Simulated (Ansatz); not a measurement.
# C2H6BN: taking an electron away

Aim: the vertical ionisation energy of C2H6BN, as cation minus neutral at the neutral's geometry, on several levels, and how well −ε(HOMO) stands in for it.

The runs use Ansatz 0.2.0, Gaussian basis; unrestricted cation, the program's frozen cores in correlated methods.

Plan: UKS PBE-D4/def2-TZVPP; UKS r2SCAN-D4/def2-TZVPP; UKS PBE0-D4/def2-TZVPP; UKS B3LYP-D4/def2-TZVPP; UKS wB97X-V/def2-TZVPP; UKS wB97M-V/def2-TZVPP; UKS B2PLYP/def2-TZVPP; UHF-CCSD(T)/def2-TZVPP; UHF-MP2/def2-QZVPP; extrapolation to the limit; then −ε(HOMO) from the neutral's earlier runs with LDA (SPW92), PBE-D4, revPBE-D4, BLYP-D4, r2SCAN-D4, B97M-V, PBE0-D4, B3LYP-D4, r2SCANh-D4, r2SCAN0-D4, HSE06-D4, BHLYP-D4, CAM-B3LYP-D4, LC-ωPBE, ωB97X-V, ωB97M-V.

## 1. Structure used throughout

An earlier PBE0-D4 in a triple-zeta def2 set relaxation fixed the geometry.

SMILES `BNC=C`, 10 atoms, charge 0, spin multiplicity 1.

Atoms are counted from 1 here; the program's logs count them from 0.

Bond lengths: B1–N2 1.395 Å, B1–H5 1.196 Å, B1–H6 1.195 Å, N2–C3 1.390 Å, N2–H7 1.010 Å, C3–C4 1.328 Å, C3–H8 1.085 Å, C4–H9 1.085 Å, C4–H10 1.081 Å. Angles: N2–B1–H5 118.6°, N2–B1–H6 118.6°, H5–B1–H6 122.8°, B1–N2–C3 126.4°, B1–N2–H7 119.6°, C3–N2–H7 114.0°, N2–C3–C4 125.2°, N2–C3–H8 113.4°, C4–C3–H8 121.4°, C3–C4–H9 122.0°, C3–C4–H10 120.4°, H9–C4–H10 117.6°.

## 2. Cation, UKS PBE-D4/def2-TZVPP

Input file in.yaml:

```yaml
crystal:
  periodic: [false, false, false]
  atoms:
    - {symbol: B, position_ang: [-0.405537, 1.640356, -0.774072]}
    - {symbol: N, position_ang: [0.080921, 0.661476, 0.092311]}
    - {symbol: C, position_ang: [-0.047555, -0.714162, -0.062083]}
    - {symbol: C, position_ang: [0.425337, -1.626914, 0.779221]}
    - {symbol: H, position_ang: [-0.995401, 1.293662, -1.754797]}
    - {symbol: H, position_ang: [-0.215155, 2.788398, -0.504631]}
    - {symbol: H, position_ang: [0.581463, 0.936430, 0.925673]}
    - {symbol: H, position_ang: [-0.586330, -0.997736, -0.960123]}
    - {symbol: H, position_ang: [0.965032, -1.353270, 1.679607]}
    - {symbol: H, position_ang: [0.280325, -2.679540, 0.581894]}
basis:
  gaussian: {orbitals: def2-TZVPP}
total_charge: 1
magnetization: {spin_polarized: true, initial_magnetization: 1}
hamiltonian: {xc: pbe, dispersion: d4}
```

The run is started by

```bash
ansatz run in.yaml --threads 4 --pin off --events-out ev --progress --plain --max-ram 10444MiB
```

Further steps of the session: Cation, UKS r2SCAN-D4/def2-TZVPP; Cation, UKS PBE0-D4/def2-TZVPP; Cation, UKS B3LYP-D4/def2-TZVPP; Cation, UKS wB97X-V/def2-TZVPP; Cation, UKS wB97M-V/def2-TZVPP; Cation, UKS B2PLYP (frozen core)/def2-TZVPP; Cation, UHF-CCSD(T)/def2-TZVPP; Cation, UHF-MP2/def2-QZVPP.

**Question.** What will the summary of the whole plan be? Wanted: ionisation energy, CCSD(T)/CBS; nearest functional by difference; nearest −ε(HOMO); −ε(HOMO) of PBE; T1 of the cation.

As calculated:

```
                        quantity               value
  ionisation energy, CCSD(T)/CBS             9.26 eV
nearest functional by difference   PBE-D4 (-0.19 eV)
                nearest −ε(HOMO)  ωB97X-V (-0.14 eV)
                 −ε(HOMO) of PBE             5.87 eV
                T1 of the cation               0.017
```

**Reading.** Energy differences with functionals land within 0.32 eV of the reference. The PBE orbital energy is 3.4 eV too small: a semilocal HOMO is no ionisation energy. Among orbital estimates ωB97X-V comes nearest. Hartree-Fock falls 1.55 eV short, as the neutral has more correlation energy than the cation.
